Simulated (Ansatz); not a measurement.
**SbH2+ (singlet): the correlation ladder, def2-SVP**

One table from this session's results is given with a row withheld; the runs are named, their logs left out.

Program: Ansatz 0.2.0, Gaussian basis. Level of theory: def2-SVP, core rule «outside noble gas», up to 9 orbitals frozen. These are calculated values, not measurements.

To be run: UHF; CCSD(T) on RHF; CCSD(T) on UHF; BCCD(T) on RHF; CISD; CCSDT(Q) on RHF; CCSDT(Q) on UHF; CISDTQ; CCSDTQ on RHF; CASSCF and MRCISD+Q, 6 electrons in 6 orbitals; CASSCF and NEVPT2, 6 electrons in 6 orbitals; Full CI.

14 further runs of the same task are left out: 7 that didn't finish, 7 set aside as unsound or not needed.

## The geometry

The geometry is a PBE0/def2-TZVP stationary point (not a proven minimum). No spin-orbit coupling is included. Elements past krypton take def2 core potentials.

3 atoms, charge 1, spin multiplicity 1.

Atoms are counted from 1 here; the program's logs count them from 0.

Bond lengths: Sb1–H2 1.709 Å, Sb1–H3 1.709 Å. Angles: H2–Sb1–H3 90.2°.

The first run:

Input file in.yaml:

```yaml
crystal:
  periodic: [false, false, false]
  atoms:
    - {symbol: Sb, position_ang: [0.000000, -0.019641, 0.000000]}
    - {symbol: H, position_ang: [0.000000, 1.186306, -1.210269]}
    - {symbol: H, position_ang: [0.000000, 1.186365, 1.210211]}
basis:
  gaussian: {orbitals: def2-SVP}
total_charge: 1
magnetization: {spin_polarized: true, initial_magnetization: 0}
hamiltonian: {xc: hf}
output: {orbitals: {seedname: orbitals}}
```

Run with:

```console
$ ansatz run in.yaml --threads 1 --pin off --events-out ev --progress --plain --max-ram 2393MiB
```

Steps of the session up to this table: UHF; CCSD(T) on RHF; CCSD(T) on UHF; BCCD(T) on RHF; CISD; CCSDT(Q) on RHF; CCSDT(Q) on UHF; CISDTQ; CCSDTQ on RHF; CASSCF and MRCISD+Q, 6 electrons in 6 orbitals; CASSCF and NEVPT2, 6 electrons in 6 orbitals; Full CI.

One of the session's tables, all rows but one given; the rest of the session is left out.

It belongs to the step «Misses and costs». 

| method | from FCI (meV) |
| --- | --- |
| RHF | ? |
| UHF | +2883.7 |
| RMP2 | +749.8 |
| CISD | +178.2 |
| RCCSD | +65.8 |
| RCCSD(T) | +15.4 |
| BCCD(T) | +15.3 |
| RCCSDT | +2.5 |
| CISDTQ | +3.2 |
| RCCSDT(Q) | +0.5 |
| RCCSDTQ | 0.0 |
| CASSCF valence | +1469.5 |
| NEVPT2 valence | +416.9 |
| MRCISD valence | +45.2 |
| MRCISD+Q valence | +0.1 |
| FCI | 0 |

**Question.** Estimate the row for RHF.

**Answer.** from FCI (meV): +2888.3. In the column «from FCI (meV)» it is the highest.

Not comparable, so not listed: CCSD(T) on UHF; CCSDT(Q) on UHF (they don't share determinant, frozen orbitals or solution with the rows shown, or repeat one).
